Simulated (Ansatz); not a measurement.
Task: a dielectric-dependent hybrid calculation of CdSe, space group F-43m, with the Ansatz DFT code, driven from Python. Give the script and its output. Settings (first run): PBE, PAW, the default cutoff (420 eV here), 4×4×4 k-points, fixed occupations.

```
Cd Se
1.0
     0.00000    3.07027    3.07027
     3.07027    0.00000    3.07027
     3.07027    3.07027    0.00000
Cd Se
1 1
Direct
  0.00000 0.00000 0.00000
  0.75000 0.75000 0.75000
```

`ddh_cdse.py`:
```python
"""A hybrid whose exact exchange is one over the dielectric constant of CdSe."""

import warnings

import ansatz
from ase import Atoms
import numpy as np

SETTINGS = {
    "kgrid": (4, 4, 4),
    "filling": "fixed",
}


def count_gap(report):
    # lowest empty less highest filled band, counting bands; zero where they overlap
    return max(report.get("gap_by_band_count_ev") or 0.0, 0.0)

warnings.simplefilter("ignore", ansatz.DeckWarning)

atoms = Atoms(
    ["Cd", "Se"],
    scaled_positions=[
        [0.0, 0.0, 0.0],
        [0.75, 0.75, 0.75],
    ],
    cell=[
        [0.0, 3.0702712, 3.0702712],
        [3.0702712, 0.0, 3.0702712],
        [3.0702712, 3.0702712, 0.0],
    ],
    pbc=True,
)
crystal = ansatz.Crystal.from_ase(atoms)

model = (
    crystal.calculation()
    .kpoints(*SETTINGS["kgrid"])
    .occupations(SETTINGS["filling"])
    .band_table()
)
semilocal = model.functional("pbe").run(threads=1).report
hybrid = model.functional(exchange="pbe", correlation="pbe", exact_fraction="inverse_dielectric").run(threads=1).report
alpha = hybrid["hybrid"]["exact_exchange_fraction"]
print(f"fraction of exact exchange {alpha:.4f}, so eps_inf = {1 / alpha:.2f}")
print(f"gap by band count: {count_gap(semilocal):.3f} eV semilocal, {count_gap(hybrid):.3f} eV hybrid")
```

```console
$ python ddh_cdse.py
fraction of exact exchange 0.1264, so eps_inf = 7.91
gap by band count: 0.535 eV semilocal, 1.324 eV hybrid
```

The fraction is 0.1264, one over a mean dielectric constant (a third of the trace) of 7.91. It opens the gap from 0.535 to 1.324 eV, by 0.79 eV.

The k-point mesh is coarse, and energy and stress weren't tested for convergence. The structure comes from a database of computed cells and needn't be a stable or known phase. Levels are Kohn-Sham eigenvalues on this mesh, without spin-orbit coupling. The gaps are those of a coarse mesh; the run finds the dielectric constant of the semilocal functional on meshes of its own. Finished in 34 s on 1 thread of Arm Neoverse V1, on a shared host, peak memory 1 GiB.
